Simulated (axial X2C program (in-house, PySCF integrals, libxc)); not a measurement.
# All-electron X2C curves of YH⁺

What are the state, bond length, wavenumber and bond energy of YH⁺, and what does spin–orbit coupling change?

Method: all-electron X2C, Y dyall-cv3z, H dyall-v3z; program: an in-house X2C program for linear molecules on PySCF integrals.

All values are calculated.

**1. Input**

File task.json:

```json
{"zs": [39, 1], "q": 1, "bas": ["dyall-cv3z", "dyall-v3z"], "levels": ["PBE0", "HF", "PBEsol"], "cc": true, "r0": 1.95, "thr": -2.0, "nmax": 90, "npts": 10, "nst": 2, "ntry": 6}
```

Keys: zs atomic numbers; q charge; bas basis sets; levels methods (HF also brings MP2); cc coupled cluster on or off; r0 starting distance in Å; thr threshold in hartree for freezing inner shells (an s shell follows its p shell); nmax most natural virtual spinors; npts points asked for on the curve; nst determinants followed; ntry starts of the search.

On the command line:

```console
> python so2c.py task.json out
```

Spin-free means the one-electron spin-free X2C Hamiltonian; two-component (2c) means X2C with spin–orbit coupling and atomic mean-field two-electron Coulomb and Gaunt terms. Basis: Y dyall-cv3z contracted to [11s12p9d6f3g], H dyall-v3z contracted to [6s2p1d]; Gaussian nuclei, density fitting. Masses: Y 88.906 u, H 1.008 u.

Notation: σ, π±, δ± give the projection m of an orbital's angular momentum (0, ±1, ±2), α and β its spin, Λ and M_S the sums; ω is the projection of a spinor's total angular momentum and Ω the sum. Logs are in hartree.

The results follow Hamiltonian by Hamiltonian and level by level.

**2. Search for the lowest determinant**

PBE0 moves the distance from 1.950 Å to 1.860 Å and compares determinants there.

Spin-free determinants:

```json
{"ΔE (eV)": "0.00", "state": "M_S = 1/2, Λ = 0", "open shells": "beyond closed shells: σα"}
{"ΔE (eV)": "0.46", "state": "M_S = 1/2, Λ = 2", "open shells": "beyond closed shells: δ+α"}
{"ΔE (eV)": "0.58", "state": "M_S = 1/2, Λ = 1", "open shells": "beyond closed shells: π+α"}
{"ΔE (eV)": "3.32", "state": "M_S = 3/2, Λ = 1", "open shells": "beyond closed shells: 2 × σα, π+α"}
{"ΔE (eV)": "3.59", "state": "M_S = 3/2, Λ = 2", "open shells": "beyond closed shells: 2 × σα, δ+α"}
{"ΔE (eV)": "4.24", "state": "M_S = 1/2, Λ = 2", "open shells": "beyond closed shells: 2 × σα, δ+β"}
```

Two-component determinants:

```tsv
ΔE (eV)	state	open shells
0.00	Ω = 1/2	excess of +ω over −ω: ω = 1/2
0.42	Ω = 3/2	excess of +ω over −ω: ω = 3/2
0.49	Ω = 5/2	excess of +ω over −ω: ω = 5/2
3.33	Ω = 5/2	excess of +ω over −ω: 2 × ω = 1/2, ω = 3/2
3.55	Ω = 1/2	excess of +ω over −ω: 2 × ω = -1/2, ω = 3/2
3.62	Ω = 7/2	excess of +ω over −ω: 2 × ω = 1/2, ω = 5/2
3.75	Ω = 3/2	excess of +ω over −ω: 3 × ω = 1/2
```

**3. PBE0, spin-free**

State followed: M_S = 1/2, Λ = 0 (beyond closed shells: σα). The scan is laid around 1.860 Å, a first estimate of the minimum, and this SCF restarts from the orbitals of the search.

The SCF at the reference distance of 1.860 Å:

```text
spin-free X2C-1e  PBE0
basis functions 178  fitting functions 831  grid points 5070
iter        total energy     max residual
   1      -3385.019878061     8.82e-06
   2      -3385.019878063     6.97e-06
converged
one-electron -4688.41562469  Coulomb 1402.60041424  exact exchange -27.15236059  xc functional -83.14795822  nuclear repulsion 11.09565120
```

Along the bond, energies from the lowest point:

```csv
R (Å),E (eV),μ (D),HOMO (eV),LUMO (eV),iterations
1.618,0.4025,-2.48,-10.35,-7.85,11
1.693,0.1770,-2.67,-10.39,-7.92,11
1.748,0.0739,-2.80,-10.42,-7.97,11
1.804,0.0174,-2.93,-10.45,-8.02,11
1.860,0.0000,-3.06,-10.48,-8.06,2
1.925,0.0204,-3.19,-10.51,-8.11,11
1.990,0.0766,-3.32,-10.54,-8.16,11
2.074,0.1896,-3.47,-10.58,-8.21,11
2.176,0.3736,-3.63,-10.63,-8.28,11
2.325,0.6981,-3.82,-10.69,-8.35,12
```

Dipoles are positive if H is the positive end and refer to the centre of mass.

Outer orbitals at the reference distance:

```csv
symmetry,occupied,ε (eV),atomic character
σα,yes,-13.26,"52% H s, 29% Y d, 12% Y s"
σβ,yes,-13.22,"54% H s, 25% Y d, 14% Y s"
σα,yes,-10.48,"60% Y s, 33% Y d, 4% H s"
δ+α,no,-8.06,100% Y d
δ-α,no,-8.06,100% Y d
σβ,no,-7.72,"62% Y s, 28% Y d, 6% Y p"
π+α,no,-7.55,"95% Y d, 3% H p, 2% Y p"
```

PBE0 fields in the half plane through the axis: z from -2.4 to 4.2 Å across, distance from the axis 0.15 to 2.25 Å upwards; Y lies at z = 0 and H at z = 1.860 Å; the ELF is damped to zero where the density is low.

log10 density (e/bohr³). Ten even steps from '0' (-5.70 ) to '9' (1.57 ):
```
22233333333333222211000
22333444444333332221100
22334444444444333322110
23334455554444444332211
23344556665555544433221
33345566766555555443221
33445677777666665443321
33455678987666665543321
```

ELF. Ten even steps from '0' (0.00 ) to '9' (1.00 ):
```
00036899986200000000000
00147889874200000000000
00134566652001344200000
00111123420004899730000
00000014641028999982000
00001257884149999996000
00124783147369999998100
01137875356679999999200
```

Re = 1.860 Å, ωe = 1687 cm⁻¹, ωexe = 18.8 cm⁻¹, Be = 4.888 cm⁻¹, De = 2.73 eV, μ = -3.06 D.

**4. HF, spin-free**

Output at 1.860 Å:

```text
spin-free X2C-1e  HF
basis functions 178  fitting functions 831  grid points 5070
iter        total energy     max residual
   1      -3383.329001603     2.37e-01
   2      -3383.345042884     4.59e-03
   3      -3383.345593618     1.65e-03
   4      -3383.345745957     1.39e-03
   5      -3383.345815997     1.14e-03
   6      -3383.345885835     8.07e-04
   7      -3383.345926547     4.15e-04
   8      -3383.345937063     1.40e-04
   9      -3383.345938365     8.70e-05
  10      -3383.345938687     4.61e-05
  11      -3383.345938803     1.65e-05
  12      -3383.345938816     4.12e-06
  13      -3383.345938817     1.35e-06
converged
one-electron -4687.19504287  Coulomb 1401.39671595  exact exchange -108.64326309  xc functional 0.00000000  nuclear repulsion 11.09565120
```

Re = 1.882 Å, ωe = 1707 cm⁻¹, ωexe = 15.3 cm⁻¹, Be = 4.774 cm⁻¹, De = 1.88 eV, μ = -3.55 D.

**5. PBEsol, spin-free**

The SCF at the reference distance of 1.860 Å:

```text
spin-free X2C-1e  PBEsol
basis functions 178  fitting functions 831  grid points 5070
iter        total energy     max residual
   1      -3382.910284706     1.09e-01
   2      -3382.912975295     5.81e-03
   3      -3382.912314109     8.40e-03
   4      -3382.913633409     2.08e-03
   5      -3382.913706369     7.34e-05
   6      -3382.913706444     4.02e-05
   7      -3382.913706466     1.24e-05
   8      -3382.913706468     2.23e-06
converged
one-electron -4688.24758723  Coulomb 1402.39334346  exact exchange 0.00000000  xc functional -108.15511390  nuclear repulsion 11.09565120
```

Re = 1.867 Å, ωe = 1651 cm⁻¹, ωexe = 19.9 cm⁻¹, Be = 4.856 cm⁻¹, De = 2.92 eV, μ = -2.74 D.

**6. MP2 and beyond, spin-free**

Correlated methods: 11 electrons correlated (frozen shells, counted by type: Y 3 s, 2 p, 1 d; H none), 243 virtual spinors in MP2, 89 natural virtuals in coupled cluster.

Output of the correlated part at 1.860 Å:

```text
correlated 11  virtual 243  natural virtual 89  E(MP2) -0.262074498  MP2 remainder -0.006066332
iter   CCSD correlation   residual
   1     -0.271117736   8.07e-02
   2     -0.276519947   3.01e-02
   3     -0.277230626   1.12e-02
   4     -0.277177553   5.10e-03
   5     -0.277212834   1.99e-03
   6     -0.277223930   8.88e-04
   7     -0.277226513   4.32e-04
   8     -0.277225335   1.77e-04
   9     -0.277224347   6.26e-05
  10     -0.277224940   2.39e-05
  11     -0.277225080   9.76e-06
  12     -0.277225126   2.89e-06
  13     -0.277225127   1.10e-06
(T) -0.007561207  T1 0.0188  D1 0.0426  max T2 0.053
```

T1 in the output is the amplitude norm over the root of the electron number; divide by √2 for the Lee–Taylor value.

MP2: Re = 1.854 Å, ωe = 1718 cm⁻¹, Be = 4.92 cm⁻¹, De = 2.69 eV.

CCSD: Re = 1.869 Å, ωe = 1666 cm⁻¹, ωexe = 18.6 cm⁻¹, Be = 4.842 cm⁻¹, De = 2.87 eV. T1 at Re = 0.013 (Lee–Taylor, the printed value over √2).

CCSD(T): Re = 1.870 Å, ωe = 1656 cm⁻¹, ωexe = 19.4 cm⁻¹, Be = 4.837 cm⁻¹, De = 2.90 eV. T1 at Re = 0.013 (Lee–Taylor, the printed value over √2).

**7. A higher determinant, spin-free**

State: M_S = 1/2, Λ = 2 (beyond closed shells: δ+α).

Output at the reference distance:

```text
spin-free X2C-1e  PBE0
basis functions 178  fitting functions 831  grid points 5070
iter        total energy     max residual
   1      -3385.002991700     3.94e-05
   2      -3385.002991732     1.97e-05
   3      -3385.002991740     1.20e-05
   4      -3385.002991745     3.10e-06
   5      -3385.002991746     2.99e-07
converged
one-electron -4690.98484839  Coulomb 1405.28290734  exact exchange -27.17668512  xc functional -83.22001678  nuclear repulsion 11.09565120
```

```csv
R (Å),E above the lowest PBE0 point (eV)
1.618,0.996
1.693,0.726
1.748,0.591
1.804,0.505
1.860,0.460
1.925,0.449
1.990,0.477
2.074,0.557
2.176,0.704
```

Re = 1.908 Å, ωe = 1602 cm⁻¹, ωexe = 17.9 cm⁻¹, Be = 4.647 cm⁻¹, μ = -3.99 D. Te = 0.45 eV.

**8. The spin-free curves together**

Energy (eV) of the followed determinant, spin-free, from each level's lowest point:

```csv
R (Å),PBE0,HF,MP2,CCSD,CCSD(T),PBEsol
1.618,0.403,0.491,0.393,n/a,n/a,0.411
1.693,0.177,0.232,0.169,0.194,0.194,0.184
1.748,0.074,0.107,0.068,0.085,0.085,0.080
1.804,0.017,0.033,0.014,0.023,0.023,0.021
1.860,0.000,0.000,0.000,0.000,0.000,0.000
1.925,0.020,0.007,0.025,0.014,0.014,0.016
1.990,0.077,0.053,0.086,0.065,0.063,0.066
2.074,0.190,0.159,0.208,0.171,0.167,0.171
2.176,0.374,0.343,0.404,n/a,n/a,0.343
2.325,0.698,0.683,0.756,n/a,n/a,0.647
```

**9. PBE0, 2c**

State followed: Ω = 1/2 (excess of +ω over −ω: ω = 1/2). The scan is laid around 1.860 Å, a first estimate of the minimum, and this SCF restarts from the orbitals of the search.

Output at 1.860 Å:

```text
two-component X2C + atomic mean field  PBE0
basis functions 178  fitting functions 831  grid points 5070
iter        total energy     max residual
   1      -3383.741254945     1.51e-06
   2      -3383.741254945     1.37e-06
converged
one-electron -4685.04855505  Coulomb 1401.92197014  exact exchange -27.13987989  xc functional -83.11008743  nuclear repulsion 11.09565120  atomic mean-field constant -1.46035391
```

Along the bond, energies from the lowest point:

```csv
R (Å),E (eV),μ (D),HOMO (eV),LUMO (eV),iterations
1.618,0.4018,-2.48,-10.35,-7.89,13
1.693,0.1766,-2.67,-10.39,-7.96,12
1.748,0.0736,-2.80,-10.42,-8.00,12
1.804,0.0173,-2.93,-10.45,-8.05,12
1.860,0.0000,-3.05,-10.48,-8.10,2
1.925,0.0206,-3.19,-10.51,-8.15,11
1.990,0.0768,-3.32,-10.54,-8.19,11
2.074,0.1899,-3.46,-10.58,-8.25,11
2.176,0.3739,-3.63,-10.63,-8.31,11
2.325,0.6983,-3.82,-10.69,-8.39,12
```

Dipoles are positive if H is the positive end and refer to the centre of mass.

Outer spinors at the reference distance:

| ω | occupied | ε (eV) | atomic character | λ mixture |
| --- | --- | --- | --- | --- |
| 1/2 | yes | -13.26 | 52% H s, 29% Y d, 12% Y s | 100% σ |
| -1/2 | yes | -13.22 | 54% H s, 25% Y d, 14% Y s | 100% σ |
| 1/2 | yes | -10.48 | 60% Y s, 33% Y d, 4% H s | 100% σ |
| -3/2 | no | -8.10 | 100% Y d | 100% δ |
| 5/2 | no | -8.03 | 100% Y d | 100% δ |
| -1/2 | no | -7.72 | 62% Y s, 29% Y d, 6% Y p | 99% σ, 1% π |
| -1/2 | no | -7.57 | 94% Y d, 3% H p, 2% Y p | 99% π, 1% σ |

PBE0 fields in the half plane through the axis: z from -2.4 to 4.2 Å across, distance from the axis 0.15 to 2.25 Å upwards; Y lies at z = 0 and H at z = 1.860 Å; the ELF is damped to zero where the density is low.

log10 density (e/bohr³). Ten even steps from ' ' (-5.70 ) to '@' (1.57 ):
```
::::::----------------------::::::::....      
::::------============----------::::::....    
::::----====================--------::::....  
::------====++++++++==============----::::....
::----====++++******++++++++++======----::::..
------==++++****##****++++++++++++====--::::..
----====++**##########**********++====----::..
----==++++**##%%@@%%##**********++++==----::..
```

ELF. Ten even steps from '0' (0.00 ) to '9' (1.00 ):
```
00036899986200000000000
00147889874200000000000
00134566652001344200000
00111123420004899730000
00000014641028999982000
00001257884149999996000
00124783147369999998100
01147875356679999999200
```

Re = 1.860 Å, ωe = 1687 cm⁻¹, ωexe = 18.8 cm⁻¹, Be = 4.889 cm⁻¹, De = 2.73 eV, μ = -3.05 D.

**10. HF, 2c**

Output at 1.860 Å:

```text
two-component X2C + atomic mean field  HF
basis functions 178  fitting functions 831  grid points 5070
iter        total energy     max residual
   1      -3382.050807197     2.37e-01
   2      -3382.066843922     4.59e-03
   3      -3382.067393932     1.63e-03
   4      -3382.067545270     1.38e-03
   5      -3382.067614554     1.13e-03
   6      -3382.067683641     8.01e-04
   7      -3382.067724112     4.14e-04
   8      -3382.067734868     1.40e-04
   9      -3382.067736312     8.69e-05
  10      -3382.067736735     4.56e-05
  11      -3382.067736937     2.09e-05
  12      -3382.067736991     1.60e-05
  13      -3382.067737016     1.22e-05
  14      -3382.067737039     7.39e-06
  15      -3382.067737051     2.34e-06
  16      -3382.067737052     8.93e-07
converged
one-electron -4683.82856189  Coulomb 1400.71886776  exact exchange -108.59334021  xc functional 0.00000000  nuclear repulsion 11.09565120  atomic mean-field constant -1.46035391
```

Re = 1.882 Å, ωe = 1706 cm⁻¹, ωexe = 15.4 cm⁻¹, Be = 4.775 cm⁻¹, De = 1.88 eV, μ = -3.55 D.

**11. PBEsol, 2c**

Output at 1.860 Å:

```text
two-component X2C + atomic mean field  PBEsol
basis functions 178  fitting functions 831  grid points 5070
iter        total energy     max residual
   1      -3381.632277870     1.09e-01
   2      -3381.634970603     5.79e-03
   3      -3381.634310325     8.38e-03
   4      -3381.635625756     2.08e-03
   5      -3381.635699233     7.37e-05
   6      -3381.635699308     4.04e-05
   7      -3381.635699330     1.25e-05
   8      -3381.635699332     2.25e-06
converged
one-electron -4684.87944858  Coulomb 1401.71379865  exact exchange 0.00000000  xc functional -108.10534668  nuclear repulsion 11.09565120  atomic mean-field constant -1.46035391
```

Re = 1.866 Å, ωe = 1651 cm⁻¹, ωexe = 20 cm⁻¹, Be = 4.857 cm⁻¹, De = 2.92 eV, μ = -2.73 D.

**12. MP2 and beyond, 2c**

Correlated methods: 11 electrons correlated (frozen shells, counted by type: Y 3 s, 2 p, 1 d; H none), 243 virtual spinors in MP2, 90 natural virtuals in coupled cluster.

Output of the correlated part at 1.860 Å:

```text
correlated 11  virtual 243  natural virtual 90  E(MP2) -0.262139287  MP2 remainder -0.005915613
iter   CCSD correlation   residual
   1     -0.271320719   8.07e-02
   2     -0.276732279   3.01e-02
   3     -0.277444517   1.12e-02
   4     -0.277391598   5.12e-03
   5     -0.277427104   2.01e-03
   6     -0.277438346   9.08e-04
   7     -0.277441016   4.51e-04
   8     -0.277439784   1.93e-04
   9     -0.277438690   7.99e-05
  10     -0.277439365   4.11e-05
  11     -0.277439583   2.45e-05
  12     -0.277439673   1.31e-05
  13     -0.277439655   7.11e-06
(T) -0.007581282  T1 0.0189  D1 0.0427  max T2 0.053
```

MP2: Re = 1.854 Å, ωe = 1718 cm⁻¹, Be = 4.921 cm⁻¹, De = 2.66 eV.

CCSD: Re = 1.869 Å, ωe = 1666 cm⁻¹, ωexe = 18.7 cm⁻¹, Be = 4.843 cm⁻¹, De = 2.84 eV. T1 at Re = 0.013 (Lee–Taylor, the printed value over √2).

CCSD(T): Re = 1.870 Å, ωe = 1656 cm⁻¹, ωexe = 19.4 cm⁻¹, Be = 4.838 cm⁻¹, De = 2.87 eV. T1 at Re = 0.013 (Lee–Taylor, the printed value over √2).

**13. A higher determinant, 2c**

State: Ω = 3/2 (excess of +ω over −ω: ω = 3/2).

Output at the reference distance:

```text
two-component X2C + atomic mean field  PBE0
basis functions 178  fitting functions 831  grid points 5070
iter        total energy     max residual
   1      -3383.725753664     2.03e-06
   2      -3383.725753664     1.50e-06
converged
one-electron -4687.64565326  Coulomb 1404.63183633  exact exchange -27.16433773  xc functional -83.18289629  nuclear repulsion 11.09565120  atomic mean-field constant -1.46035391
```

```csv
R (Å),E above the lowest PBE0 point (eV)
1.618,0.958
1.693,0.688
1.748,0.553
1.804,0.467
1.860,0.422
1.925,0.412
1.990,0.439
2.074,0.519
2.176,0.666
```

Re = 1.908 Å, ωe = 1602 cm⁻¹, ωexe = 17.8 cm⁻¹, Be = 4.646 cm⁻¹, μ = -3.99 D. Te = 0.41 eV.

**14. The 2c curves together**

Energy (eV) of the followed determinant, 2c, from each level's lowest point:

```csv
R (Å),PBE0,HF,MP2,CCSD,CCSD(T),PBEsol
1.618,0.402,0.490,0.392,n/a,n/a,0.411
1.693,0.177,0.231,0.169,0.193,0.193,0.184
1.748,0.074,0.107,0.068,0.084,0.085,0.079
1.804,0.017,0.032,0.014,0.023,0.023,0.020
1.860,0.000,0.000,0.000,0.000,0.000,0.000
1.925,0.021,0.007,0.025,0.015,0.014,0.016
1.990,0.077,0.053,0.087,0.065,0.063,0.067
2.074,0.190,0.160,0.208,0.171,0.167,0.171
2.176,0.374,0.344,0.405,n/a,n/a,0.343
2.325,0.698,0.683,0.757,n/a,n/a,0.647
```

Time for the job: 2.5 min (1 thread of Arm Neoverse V1, shared host).

**15. What came out**

Lowest determinant that the search found at its distance, spin-free: M_S = 1/2, Λ = 0 (beyond closed shells: σα).

Lowest determinant that the search found at its distance, 2c: Ω = 1/2 (excess of +ω over −ω: ω = 1/2).

```
Hamiltonian    level  Re (Å)  ωe (cm⁻¹)  De (eV)  μ (D)
  spin-free     PBE0   1.860       1687     2.73  -3.06
  spin-free       HF   1.882       1707     1.88  -3.55
  spin-free      MP2   1.854       1718     2.69    n/a
  spin-free     CCSD   1.869       1666     2.87    n/a
  spin-free  CCSD(T)   1.870       1656     2.90    n/a
  spin-free   PBEsol   1.867       1651     2.92  -2.74
         2c     PBE0   1.860       1687     2.73  -3.05
         2c       HF   1.882       1706     1.88  -3.55
         2c      MP2   1.854       1718     2.66    n/a
         2c     CCSD   1.869       1666     2.84    n/a
         2c  CCSD(T)   1.870       1656     2.87    n/a
         2c   PBEsol   1.866       1651     2.92  -2.73
```

Dipoles are positive if H is the positive end and refer to the centre of mass.

Time per point (s) on 1 thread of Arm Neoverse V1, shared host (2c runs; CCSD comes with the CCSD(T) run); the times are rough: PBE0 0.44, HF 0.36, MP2 0.54, CCSD(T) 4.2, PBEsol 0.24.

What this shows: At CCSD(T), going from spin-free to two-component changes Re by 0 mÅ, ωe by 0.0 %; the spin-free picture holds up (part of it comes from the scalar share of the two-electron terms). De moves by -0.03 eV; both De rest on single-determinant atoms, which can miss part of an open shell's spin–orbit lowering.

De refers to Y+ + H, each in the lowest determinant found, which need not be this curve's own limit. Each curve is one determinant whose occupation by symmetry is held fixed; it was picked as the lowest of a PBE0 search that is not exhaustive. De is counted from the lowest determinant-based energies of the atoms at the same level, without counterpoise correction. Density functionals use the spin component along the axis (collinear). Coupled cluster ran in a truncated set of natural virtual spinors; the MP2 energy of the rest was added.
